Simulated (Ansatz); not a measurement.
**GaSb3: a relaxation**

Aim: relax the cell and atoms of GaSb3.

Program: Ansatz 0.2.0. Level of theory: DFT PBE+D3(BJ), scalar-relativistic, plane waves, PAW. These are calculated values, not measurements.

## (1) The starting structure

It takes space group Fm-3m (No. 225, cubic). The conventional cell has a = 7.461 Å, b = 7.461 Å, c = 7.461 Å, α = 90.00°, β = 90.00°, γ = 90.00°. Around Ga (site symmetry m-3m) lie 8 Sb at 3.23 Å. Around Sb (site symmetry -43m) lie 4 Ga at 3.23 Å and 4 Sb at 3.23 Å. Around Sb (site symmetry m-3m) lie 8 Sb at 3.23 Å.

Structure file:

```
CELL_PARAMETERS angstrom
0.00000 3.73060 3.73060
3.73060 0.00000 3.73060
3.73060 3.73060 0.00000
ATOMIC_POSITIONS crystal
Ga 0.00000 0.00000 0.00000
Sb 0.25000 0.25000 0.25000
Sb 0.75000 0.75000 0.75000
Sb 0.50000 0.50000 0.50000
```

The structure comes from the Materials Project (structure only).

## (2) Quick check of gap, pressure and forces

Input file input.yaml:

```yaml
crystal:
  lattice:
    - [0.0, 3.730595, 3.730595]
    - [3.730595, 0.0, 3.730595]
    - [3.730595, 3.730595, 0.0]
  atoms:
    - { symbol: Ga, position: [0.0, 0.0, 0.0] }
    - { symbol: Sb, position: [0.25, 0.25, 0.25] }
    - { symbol: Sb, position: [0.75, 0.75, 0.75] }
    - { symbol: Sb, position: [0.5, 0.5, 0.5] }
basis:
  ecutwfc: 420
kpoints:
  mp_grid: { grid: [4, 4, 4] }
hamiltonian:
  xc: pbe
  dispersion: d3bj
scf:
  occupations: { method: gaussian, width: 0.1 }
output:
  forces: true
  stress: true
  eigenvalues: true
```

Run with:

```
ansatz run input.yaml --threads 1 --pin off --max-ram 2560MiB --backend cpu --events-out ev --progress --plain --runs-dir out
```

Log (excerpt; [...] marks lines left out):

```text
[...]
SCF converged after 7 iterations
Free energy (F): -23237.231454 eV
[...]
E sigma→0 (E₀):  -23237.214720 eV
Entropy (-TS):   -0.033468 eV (-8.367 meV/atom)
Fermi energy:    10.698618 eV
[...]
--- Forces (eV/Å), atoms counted from 1 ---
  atom   1  Ga    -0.00000000     0.00000000    -0.00000000
  atom   2  Sb     0.00000000     0.00000000     0.00000000
  atom   3  Sb    -0.00000000    -0.00000000     0.00000000
  atom   4  Sb     0.00000000    -0.00000000     0.00000000
[...]
--- Stress (GPa, compression-positive) ---
       -5.113138       0.000000       0.000000
        0.000000      -5.113138      -0.000000
        0.000000      -0.000000      -5.113138
  P = ⅓ Tr σ = -5.1131 GPa (-51.131 kbar)
--- Band table (eV; the first three rows and the last of 8) ---
[...]
```

It took 1.4 s on 1 thread of Intel Xeon Platinum 8488C (Sapphire Rapids), shared host; peak memory 0.41 GiB.

The probe gives pressure -5.1 GPa, largest force 0.00 eV/Å, gap on this mesh none (metal). The gap decides the next run's mesh: 10×10×10 points.

## (3) Full relaxation

Changes to input.yaml since step 2:

```diff
@@ -13,3 +13,3 @@
 kpoints:
-  mp_grid: { grid: [4, 4, 4] }
+  mp_grid: { grid: [10, 10, 10] }
 hamiltonian:
@@ -23 +23,6 @@
   eigenvalues: true
+relax:
+  adjacent_minimum: "off"
+  f_tol: 0.005
+  max_steps: 80
+  cell: { stress_tol: 0.05 }
```

Run with:

```
ansatz run input.yaml --threads 1 --pin off --max-ram 2560MiB --backend cpu --events-out ev --progress --plain --runs-dir out
```

Log:

```text
Warning: RAYON_NUM_THREADS=1 ignored (pool sized by the plan → 1); use --threads N
Engine: ansatz 0.2.0, x86_64-unknown-linux-gnu
Pseudopotentials: kind: paw
Pseudopotential: Ga, paw, valence charge 13, recommended cutoff 420 eV (normal), Ga.paw.azcp
Pseudopotential: Sb, paw, valence charge 15, recommended cutoff 420 eV (normal), Sb.paw.azcp
Functional definition: PBE
  parameter kappa = 0.804
  parameter beta = 0.06672455060314922
  exchange = pbe_x(kappa = kappa, mu = beta*pi^2/3)
  correlation = pbe_c(beta = beta)
Crystal: 4 atoms, lattice volume = 103.840 Å³
Basis set: ecut = 420 eV, 2085 PW (Γ), exchange–correlation on 72×72×72 points (8 copies of the dense FFT grid, shifted against one another)
Bands: 35, of which v1, the nominal top of the filled ones, is band 29 counted from 1 (28 counted from 0)
Symmetry: 48 space group operations
Space group: Fm-3m (ITA 225), of the structure as read, at distance tolerance 4.7e-5 Å
k-points: 47 of 1000
Non-local potential: Ga, projectors of the file, l = 0: 2, l = 1: 2, l = 2: 3, l = 3: 1
Non-local potential: Sb, projectors of the file, l = 0: 2, l = 1: 2, l = 2: 2, l = 3: 2
PAW form: soft (Blöchl's): semilocal exchange-correlation on the pseudo side does not see the compensation charge
PAW one-centre angular grid: Ga, 590 points (default); XC on 64 Gauss nodes
PAW one-centre angular grid: Sb, 590 points (default); XC on 64 Gauss nodes
Initial density: superposition of atomic densities (neutral atoms: chi_scale 0, normalization atom), corrected by the library's trained network
Initial wavefunctions: pseudopotential atomic-orbital guess
Functional: x = pbe(κ = 0.804, μ = 0.2195149727645171), c = pbe(β = 0.06672455060314922)
SCF iter   1: F=—  HF=-23237.491697 eV  |F-HF|=—  |Δ(HF+E_count)|=         —  Δρ=1.50e-3  dr2=2.61e-3  ethr=1.77e-3  ⟨swp⟩=9.2  Hψ=7156  notcnv=0
preconditioner: auto → Kerker (q_TF=auto, 2.476 Å⁻¹)  [metal: Δε(μ)=0.059 eV  Ē_g=10.958 eV  σ=0.100 eV  W_gap=0.31  n_scr=26 (ndim 8)  ℏωp=19.3 eV  f_vac=0.000  D(μ)=2.21/eV (n_scr^D=14)]
SCF iter   2: F=—  HF=-23237.489262 eV  |F-HF|=—  |Δ(HF+E_count)|=   2.43e-3  Δρ=8.88e-4  dr2=8.47e-4  ethr=4.50e-6  ⟨swp⟩=2.0  Hψ=3366  notcnv=0
SCF iter   3: F=—  HF=-23237.489180 eV  |F-HF|=—  |Δ(HF+E_count)|=   8.25e-5  Δρ=3.84e-4  dr2=1.81e-4  ethr=1.46e-6  ⟨swp⟩=3.0  Hψ=3075  notcnv=0
SCF iter   4: F=—  HF=-23237.489173 eV  |F-HF|=—  |Δ(HF+E_count)|=   6.51e-6  Δρ=1.23e-4  dr2=9.29e-6  ethr=3.12e-7  ⟨swp⟩=2.0  Hψ=2262  notcnv=0
SCF iter   5: F=—  HF=-23237.489172 eV  |F-HF|=—  |Δ(HF+E_count)|=   8.17e-7  Δρ=4.68e-5  dr2=2.20e-6  ethr=1.60e-8  ⟨swp⟩=2.0  Hψ=2968  notcnv=0
SCF iter   6: F=—  HF=-23237.489170 eV  |F-HF|=—  |Δ(HF+E_count)|=   2.38e-6  Δρ=1.74e-5  dr2=4.43e-7  ethr=3.79e-9  ⟨swp⟩=2.0  Hψ=2242  notcnv=0
SCF iter   7: F=-23237.489170 eV  HF=-23237.489170 eV  |F-HF|=3.21e-8  |Δ(HF+E_count)|=   6.49e-8  Δρ=6.79e-6  dr2=3.13e-8  ethr=1.72e-10  ⟨swp⟩=8.3  Hψ=6271  notcnv=0
SCF 1 converged in 7 iterations: F = -23237.489170 eV  dr2 = 3.13e-8
relax step   1: F+E_penalty+E_count = -23237.48916999 eV  Δ(F+E_penalty+E_count) = +0.000e0 eV  max|allowed force component| = 3.469e-18 eV/Å  Δτ_max = 0.0000 Å  P = -3.479 GPa  Ω = 103.840 Å³  (7 SCF iters, dr2 threshold 1.00e-7 eV, accepted)
Crystal: 4 atoms, lattice volume = 95.107 Å³
Basis set: ecut = 420 eV, 1837 PW (Γ), exchange–correlation on 72×72×72 points (8 copies of the dense FFT grid, shifted against one another)
Initial density: handed on by an earlier stage of this run
Initial wavefunctions: those handed on with the density
iter 1 solved again at ethr=8.55e-6 eV; its pass at ethr=3.10e-3 eV (dr2=4.96e-3 eV) is discarded
SCF iter   1: F=—  HF=-23237.562908 eV  |F-HF|=—  |Δ(HF+E_count)|=         —  Δρ=1.70e-3  dr2=5.56e-3  ethr=8.55e-6  ⟨swp⟩=2.4  Hψ=9769  notcnv=0
preconditioner: auto → Kerker (q_TF=auto, 2.512 Å⁻¹)  [metal: Δε(μ)=0.045 eV  Ē_g=11.371 eV  σ=0.100 eV  W_gap=0.24  n_scr=26 (ndim 8)  ℏωp=20.1 eV  f_vac=0.000  D(μ)=1.86/eV (n_scr^D=14)]
SCF iter   2: F=—  HF=-23237.562205 eV  |F-HF|=—  |Δ(HF+E_count)|=   7.03e-4  Δρ=1.12e-3  dr2=2.42e-3  ethr=8.55e-6  ⟨swp⟩=1.3  Hψ=1666  notcnv=0
SCF iter   3: F=—  HF=-23237.561722 eV  |F-HF|=—  |Δ(HF+E_count)|=   4.83e-4  Δρ=3.08e-4  dr2=8.53e-5  ethr=4.18e-6  ⟨swp⟩=2.0  Hψ=2315  notcnv=0
SCF iter   4: F=—  HF=-23237.561666 eV  |F-HF|=—  |Δ(HF+E_count)|=   5.58e-5  Δρ=8.58e-5  dr2=5.47e-6  ethr=1.47e-7  ⟨swp⟩=2.0  Hψ=2312  notcnv=0
SCF iter   5: F=—  HF=-23237.561667 eV  |F-HF|=—  |Δ(HF+E_count)|=   4.96e-7  Δρ=2.60e-5  dr2=4.97e-7  ethr=9.44e-9  ⟨swp⟩=2.0  Hψ=2296  notcnv=0
SCF iter   6: F=-23237.561667 eV  HF=-23237.561667 eV  |F-HF|=5.98e-9  |Δ(HF+E_count)|=   1.39e-7  Δρ=7.05e-6  dr2=4.11e-8  ethr=6.90e-10  ⟨swp⟩=6.2  Hψ=6184  notcnv=0
SCF 2 converged in 6 iterations: F = -23237.561667 eV  dr2 = 4.11e-8
relax step   2: F+E_penalty+E_count = -23237.56166670 eV  Δ(F+E_penalty+E_count) = -7.250e-2 eV  max|allowed force component| = 2.718e-17 eV/Å  Δτ_max = 0.0000 Å  P = +1.322 GPa  Ω = 95.107 Å³  energy of the carried Pulay correction = +2.075e-3 eV  (6 SCF iters, dr2 threshold 4.00e-7 eV, accepted)
Crystal: 4 atoms, lattice volume = 97.361 Å³
Basis set: ecut = 420 eV, 1917 PW (Γ), exchange–correlation on 72×72×72 points (8 copies of the dense FFT grid, shifted against one another)
iter 1 solved again at ethr=6.01e-7 eV; its pass at ethr=3.10e-3 eV (dr2=3.48e-4 eV) is discarded
SCF iter   1: F=—  HF=-23237.568957 eV  |F-HF|=—  |Δ(HF+E_count)|=         —  Δρ=4.60e-4  dr2=4.08e-4  ethr=6.01e-7  ⟨swp⟩=3.0  Hψ=9938  notcnv=0
preconditioner: auto → Kerker (q_TF=auto, 2.503 Å⁻¹)  [metal: Δε(μ)=0.045 eV  Ē_g=11.237 eV  σ=0.100 eV  W_gap=0.25  n_scr=26 (ndim 8)  ℏωp=19.9 eV  f_vac=0.000  D(μ)=1.99/eV (n_scr^D=14)]
SCF iter   2: F=—  HF=-23237.568910 eV  |F-HF|=—  |Δ(HF+E_count)|=   4.71e-5  Δρ=3.05e-4  dr2=1.79e-4  ethr=6.01e-7  ⟨swp⟩=1.3  Hψ=1666  notcnv=0
SCF iter   3: F=—  HF=-23237.568880 eV  |F-HF|=—  |Δ(HF+E_count)|=   2.99e-5  Δρ=6.91e-5  dr2=4.32e-6  ethr=3.09e-7  ⟨swp⟩=2.0  Hψ=2239  notcnv=0
SCF iter   4: F=-23237.568878 eV  HF=-23237.568878 eV  |F-HF|=8.87e-8  |Δ(HF+E_count)|=   2.48e-6  Δρ=2.25e-5  dr2=3.27e-7  ethr=6.90e-10  ⟨swp⟩=5.4  Hψ=7594  notcnv=0
SCF 3 converged in 4 iterations: F = -23237.568878 eV  dr2 = 3.27e-7
relax step   3: F+E_penalty+E_count = -23237.56887763 eV  Δ(F+E_penalty+E_count) = -7.211e-3 eV  max|allowed force component| = 3.585e-17 eV/Å  Δτ_max = 0.0000 Å  P = -0.180 GPa  Ω = 97.361 Å³  energy of the carried Pulay correction = +1.522e-3 eV  (4 SCF iters, dr2 threshold 4.00e-7 eV, accepted)
Crystal: 4 atoms, lattice volume = 97.086 Å³
iter 1 solved again at ethr=8.19e-9 eV; its pass at ethr=3.10e-3 eV (dr2=4.75e-6 eV) is discarded
SCF iter   1: F=—  HF=-23237.569104 eV  |F-HF|=—  |Δ(HF+E_count)|=         —  Δρ=6.03e-5  dr2=5.23e-6  ethr=8.19e-9  ⟨swp⟩=3.0  Hψ=8478  notcnv=0
preconditioner: auto → Kerker (q_TF=auto, 2.504 Å⁻¹)  [metal: Δε(μ)=0.048 eV  Ē_g=11.255 eV  σ=0.100 eV  W_gap=0.26  n_scr=26 (ndim 8)  ℏωp=19.9 eV  f_vac=0.000  D(μ)=1.98/eV (n_scr^D=14)]
SCF iter   2: F=—  HF=-23237.569108 eV  |F-HF|=—  |Δ(HF+E_count)|=   3.51e-6  Δρ=3.77e-5  dr2=2.04e-6  ethr=8.19e-9  ⟨swp⟩=1.5  Hψ=1687  notcnv=0
SCF iter   3: F=—  HF=-23237.569107 eV  |F-HF|=—  |Δ(HF+E_count)|=   2.54e-7  Δρ=1.61e-5  dr2=2.52e-7  ethr=3.51e-9  ⟨swp⟩=2.0  Hψ=2303  notcnv=0
SCF iter   4: F=-23237.569107 eV  HF=-23237.569107 eV  |F-HF|=7.12e-9  |Δ(HF+E_count)|=   1.63e-7  Δρ=3.19e-6  dr2=1.21e-8  ethr=1.39e-10  ⟨swp⟩=5.8  Hψ=6395  notcnv=0
SCF 4 converged in 4 iterations: F = -23237.569107 eV  dr2 = 1.21e-8
relax step   4: F+E_penalty+E_count = -23237.56910716 eV  Δ(F+E_penalty+E_count) = -2.295e-4 eV  max|allowed force component| = 3.469e-17 eV/Å  Δτ_max = 0.0000 Å  P = -0.008 GPa  Ω = 97.086 Å³  energy of the carried Pulay correction = +1.589e-3 eV  (4 SCF iters, dr2 threshold 8.09e-8 eV, accepted)
Initial wavefunctions: pseudopotential atomic-orbital guess (no wavefunctions were taken with the density)
iter 1 solved again at ethr=2.49e-7 eV; its pass at ethr=3.10e-3 eV (dr2=1.44e-4 eV) is discarded
SCF iter   1: F=—  HF=-23237.567327 eV  |F-HF|=—  |Δ(HF+E_count)|=         —  Δρ=7.20e-5  dr2=9.10e-7  ethr=2.49e-7  ⟨swp⟩=3.0  Hψ=10991  notcnv=0
SCF iter   2: F=—  HF=-23237.567331 eV  |F-HF|=—  |Δ(HF+E_count)|=   3.91e-6  Δρ=5.39e-5  dr2=9.82e-7  ethr=1.57e-9  ⟨swp⟩=3.0  Hψ=3278  notcnv=0
SCF iter   3: F=—  HF=-23237.567331 eV  |F-HF|=—  |Δ(HF+E_count)|=   4.73e-7  Δρ=1.59e-5  dr2=7.78e-8  ethr=1.57e-9  ⟨swp⟩=2.0  Hψ=2256  notcnv=0
SCF iter   4: F=—  HF=-23237.567331 eV  |F-HF|=—  |Δ(HF+E_count)|=   3.55e-8  Δρ=2.54e-6  dr2=5.68e-9  ethr=1.34e-10  ⟨swp⟩=2.0  Hψ=2313  notcnv=0
SCF iter   5: F=—  HF=-23237.567331 eV  |F-HF|=—  |Δ(HF+E_count)|=   6.67e-9  Δρ=4.90e-7  dr2=1.83e-10  ethr=9.78e-12  ⟨swp⟩=2.0  Hψ=2319  notcnv=0
SCF iter   6: F=-23237.567331 eV  HF=-23237.567331 eV  |F-HF|=1.09e-11  |Δ(HF+E_count)|=  5.46e-11  Δρ=9.75e-8  dr2=7.18e-12  ethr=1.00e-12  ⟨swp⟩=5.3  Hψ=6060  notcnv=0
SCF 5 converged in 6 iterations: F = -23237.567331 eV  dr2 = 7.18e-12
relax step   5: F+E_penalty+E_count = -23237.56733101 eV  Δ(F+E_penalty+E_count) = +1.776e-3 eV  max|allowed force component| = 3.007e-17 eV/Å  Δτ_max = 0.0000 Å  P = -0.002 GPa  Ω = 97.086 Å³  stress off target by 2.23e-3 GPa  SCF on the basis re-selected at this cell (its energy is not comparable with the rows above)  (6 SCF iters)
basis re-selected at this cell: Δ(F+E_penalty+E_count) = +1.776e-3 eV, ΔP = +0.006 GPa vs the last step (what re-selecting the basis moved, of the pressure what is left beyond the Pulay correction that the steps carried, after the strain that the cell walked since its last selection, with what the two solves' SCF thresholds leave and, on support functions, any second-order correction that the steps lacked; it is no measure of the basis error at this ecutwfc). This SCF's stress stands 2.23e-3 GPa from its target on what of the cell is left free (relax.cell.stress_tol is 5.00e-2 GPa) and its largest allowed force component is 3.01e-17 eV/Å (relax.f_tol is 5.00e-3 eV/Å): within both
SCF converged after 6 iterations
Free energy (F): -23237.567331 eV
Harris-Foulkes:  -23237.567331 eV  (|F-HF|=1.09e-11)
Internal energy: -23237.557451 eV  (E = F + TS)
E sigma→0 (E₀):  -23237.562391 eV
Entropy (-TS):   -0.009880 eV (-2.470 meV/atom)
Fermi energy:    11.683322 eV
--- Per-component energies (eV) ---
  E_band       = -441.335219
  E_kinetic    = 736.338451
  E_local      = -6012.990639  (includes V_loc(G=0)·N_el)
  E_nonlocal   = 1507.222794
  E_hartree    = 2780.656166
  E_xc         = -486.036708
  E_vxc        = -348.562953  (∫ρ·V_xc dr)
  E_paw        = -15709.231987  (= ΣΔE_a)
  E_vpaw       = -1884.655072  (= ΣTr[D̂ρ^β])
  E_aug_tail   = -0.000108  (compensation charges beyond the density's cutoff)
  E_ewald      = -6051.597445
  E_disp       = -1.917975  (pairwise vdW)
  E_smearing   = -0.009880  (= −TS)
  E_closure    = 0.000000  (closes the sum)
  Σ components = -23237.567331   (vs F -23237.567331, Δ=0.00e0)
--- Forces (eV/Å), atoms counted from 1 ---
  atom   1  Ga     0.00000000    -0.00000000     0.00000000
  atom   2  Sb     0.00000000     0.00000000    -0.00000000
  atom   3  Sb    -0.00000000    -0.00000000     0.00000000
  atom   4  Sb     0.00000000    -0.00000000     0.00000000
  max |Σ_I F_I| component: 4.63e-18 eV/Å
--- Stress (GPa, compression-positive) ---
       -0.002233      -0.000000      -0.000000
       -0.000000      -0.002233      -0.000000
       -0.000000      -0.000000      -0.002233
  P = ⅓ Tr σ = -0.0022 GPa (-0.022 kbar)
--- Band table (eV; the first three rows and the last of 47) ---
  k-point 0: bands = ["-17.6511", "-17.6511", "-17.6511", "-17.6392", "-17.6392", "-17.5260", "-17.5260", "-17.5260", "-17.5225", "-17.5225", "-17.4892", "-17.4892", "-17.4882", "-17.4882", "-17.4882", "-3.1130", "-3.1130", "-3.1130", "-3.0971", "-3.0971", "-1.2383", "4.1380", "5.2814", "8.8671", "8.9412", "8.9412", "8.9412", "9.1424", "9.1424", "9.1424", "10.9045", "10.9045", "10.9045", "15.1061", "15.1061"]
  k-point 1: bands = ["-17.6518", "-17.6518", "-17.6509", "-17.6384", "-17.6384", "-17.5257", "-17.5257", "-17.5240", "-17.5216", "-17.5216", "-17.4912", "-17.4912", "-17.4905", "-17.4873", "-17.4873", "-3.1137", "-3.1127", "-3.1127", "-3.0972", "-3.0972", "-1.1560", "4.0018", "5.0753", "8.2710", "8.5195", "8.5766", "8.5766", "9.5030", "9.5030", "10.2682", "10.8757", "10.8757", "11.6365", "15.4579", "15.4579"]
  k-point 2: bands = ["-17.6539", "-17.6539", "-17.6501", "-17.6362", "-17.6362", "-17.5242", "-17.5242", "-17.5198", "-17.5198", "-17.5189", "-17.4965", "-17.4948", "-17.4948", "-17.4869", "-17.4869", "-3.1155", "-3.1120", "-3.1120", "-3.0975", "-3.0975", "-0.9102", "3.5331", "4.6423", "7.5844", "8.2403", "8.2403", "8.6204", "9.5720", "9.5720", "11.1811", "11.1811", "11.7567", "13.0861", "16.3710", "16.3710"]
  k-point 46: bands = ["-17.6622", "-17.6551", "-17.6475", "-17.6304", "-17.6269", "-17.5275", "-17.5224", "-17.5213", "-17.5175", "-17.5113", "-17.5025", "-17.5018", "-17.4967", "-17.4920", "-17.4799", "-3.1191", "-3.1135", "-3.1067", "-3.1025", "-3.0973", "1.6552", "1.6696", "2.1463", "4.4138", "7.8678", "8.4080", "9.4029", "9.9910", "13.1523", "13.5029", "13.9621", "14.0925", "15.1685", "15.6908", "16.0433"]
--- Relaxed structure (4 steps of the walk, 4 accepted, 1 SCFs on fresh bases) ---
  F+E_penalty+E_count = -23237.56733101 eV   max|allowed force component| = 3.007e-17 eV/Å   (the final SCF, on the basis selected at the relaxed cell)
  cell:  # Å, volume = 97.0857 Å³
    - [-6.369215041119662e-36, 3.647890100466089, 3.647890100466089]
    - [3.647890100466089, -1.3693812338406898e-33, 3.647890100466089]
    - [3.647890100466089, 3.647890100466089, 2.2929174148030154e-34]
  atoms:
    - { symbol: Ga, position: [9.943579257557896e-35, 3.8147583090512833e-36, -1.3644062868364469e-34] }
    - { symbol: Sb, position: [0.25, 0.25, 0.25] }
    - { symbol: Sb, position: [0.75, 0.75, 0.75] }
    - { symbol: Sb, position: [0.5, 0.5, 0.5] }
```

Wall time 28 s (1 thread of Intel Xeon Platinum 8488C (Sapphire Rapids), shared host); peak memory 0.52 GiB.

The steps of the relaxation:

| step | energy from step 1 (eV/cell) | largest force component (eV/Å) | pressure (GPa) | volume (Å³) |
| --- | --- | --- | --- | --- |
| 1 | 0.0000 | 0.0000 | -3.48 | 103.84 |
| 2 | -0.0725 | 0.0000 | 1.32 | 95.11 |
| 3 | -0.0797 | 0.0000 | -0.18 | 97.36 |
| 4 | -0.0799 | 0.0000 | -0.01 | 97.09 |
| 5 | -0.0782 | 0.0000 | 0.00 | 97.09 |

Step 1 is the start. Step 5 repeats the geometry before it on a plane-wave basis chosen anew for that cell, so its energy need not be comparable with the rows above.

Lengths and angles in the start's conventional setting:

|  | before | after | change |
| --- | --- | --- | --- |
| a (Å) | 7.461 | 7.296 | -2.2 % |
| b (Å) | 7.461 | 7.296 | -2.2 % |
| c (Å) | 7.461 | 7.296 | -2.2 % |
| volume (Å³/atom) | 25.96 | 24.27 | -6.5 % |
| shortest distance (Å) | 3.231 | 3.159 | -2.2 % |
| space group (0.01 Å) | Fm-3m | Fm-3m | same |

Forces and stress were held to the start's 48 operations: a distortion of lower symmetry was not tested.

## (4) Outcome

| quantity | value |
| --- | --- |
| relaxed cell (conventional) | a = 7.296 Å, b = 7.296 Å, c = 7.296 Å, α = 90.00°, β = 90.00°, γ = 90.00° |
| space group (0.01 Å) | Fm-3m (No. 225) |
| volume | 24.27 Å³/atom |
| gap on the mesh | none (metal) |

**Reading.** Relaxation lowered the volume by 6.5 %. Spin-orbit coupling is left out for Sb.
